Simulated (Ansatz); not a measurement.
# C2H4BN (SMILES B1C=CN1): single points off equilibrium

An exercise on one series of results from a longer session: the logs are not shown, and one member is left open.

Computed with Ansatz 0.2.0, Gaussian basis. Level: single points in def2-TZVPP.

Cores are frozen in the correlated methods. B3LYP uses VWN-RPA correlation.

### The starting structure

SMILES `B1C=CN1`, 8 atoms, charge 0, spin multiplicity 1.

Atoms are counted from 1 here; the program's logs count them from 0.

Bond lengths: B1–C2 1.534 Å, B1–N4 1.301 Å, B1–H5 1.115 Å, C2–C3 1.470 Å, C2–H6 1.219 Å, C3–N4 1.519 Å, C3–H7 1.115 Å, N4–H8 0.904 Å. Angles: C2–B1–N4 100.1°, C2–B1–H5 139.7°, N4–B1–H5 120.0°, B1–C2–C3 80.1°, B1–C2–H6 145.3°, C3–C2–H6 132.6°, C2–C3–N4 93.5°, C2–C3–H7 143.3°, N4–C3–H7 122.6°, B1–N4–C3 86.2°, B1–N4–H8 141.2°, C3–N4–H8 120.9°.

Coordinates:

```mol
C2H4BN
  3D, bonds by distance, orders not assigned

  8  8  0  0  0  0  0  0  0  0999 V2000
   -0.8675    0.3803   -0.1927 B   0  0
    0.4317    1.0214    0.3124 C   0  0
    0.8418   -0.3904    0.2826 C   0  0
   -0.5207   -0.8740   -0.1827 N   0  0
   -1.8609    0.6809   -0.6015 H   0  0
    0.9308    2.0150    0.8123 H   0  0
    1.7246   -1.0667    0.3598 H   0  0
   -0.6034   -1.6319   -0.6691 H   0  0
  1  2  8  0
  1  4  8  0
  1  5  8  0
  2  3  8  0
  2  6  8  0
  3  4  8  0
  3  7  8  0
  4  8  8  0
M  END
```

The first run:

run/in.yaml

```yaml
crystal:
  periodic: [false, false, false]
  atoms:
    - {symbol: B, position_ang: [-0.867500, 0.380300, -0.192700]}
    - {symbol: C, position_ang: [0.431700, 1.021400, 0.312400]}
    - {symbol: C, position_ang: [0.841800, -0.390400, 0.282600]}
    - {symbol: N, position_ang: [-0.520700, -0.874000, -0.182700]}
    - {symbol: H, position_ang: [-1.860900, 0.680900, -0.601500]}
    - {symbol: H, position_ang: [0.930800, 2.015000, 0.812300]}
    - {symbol: H, position_ang: [1.724600, -1.066700, 0.359800]}
    - {symbol: H, position_ang: [-0.603400, -1.631900, -0.669100]}
basis:
  gaussian: {orbitals: def2-TZVPP}
correlation: {method: ccsd_t}
output: {forces: true}
```

No record of the launch command was kept for these runs.

Among the steps run: CCSD(T)/def2-TZVPP; PBE0-D4/def2-TZVPP; wB97M-V/def2-TZVPP; r2SCAN-D4/def2-TZVPP; PBE-D4/def2-TZVPP; B3LYP-D4/def2-TZVPP; revPBE-D4/def2-TZVPP.

One of the session's tables, all rows but one given; the rest of the session is left out.

```
   method  RMS force component (eV/Å)  angle to CCSD(T) forces (°)  dipole (D)
  CCSD(T)                       2.548                    reference        1.67
  PBE0-D4                       2.642                          7.8        1.77
  wB97M-V                       2.638                          7.0        1.78
r2SCAN-D4                       2.592                          5.9        1.79
   PBE-D4                           ?                            ?           ?
 B3LYP-D4                       2.589                          5.2        1.74
revPBE-D4                       2.599                          4.3        1.78
```

Estimate the missing values for PBE-D4.

As computed: RMS force component (eV/Å): 2.591; angle to CCSD(T) forces (°): 5.4; dipole (D): 1.78. In the column «RMS force component (eV/Å)» it lies between B3LYP-D4 (2.589) and r2SCAN-D4 (2.592).
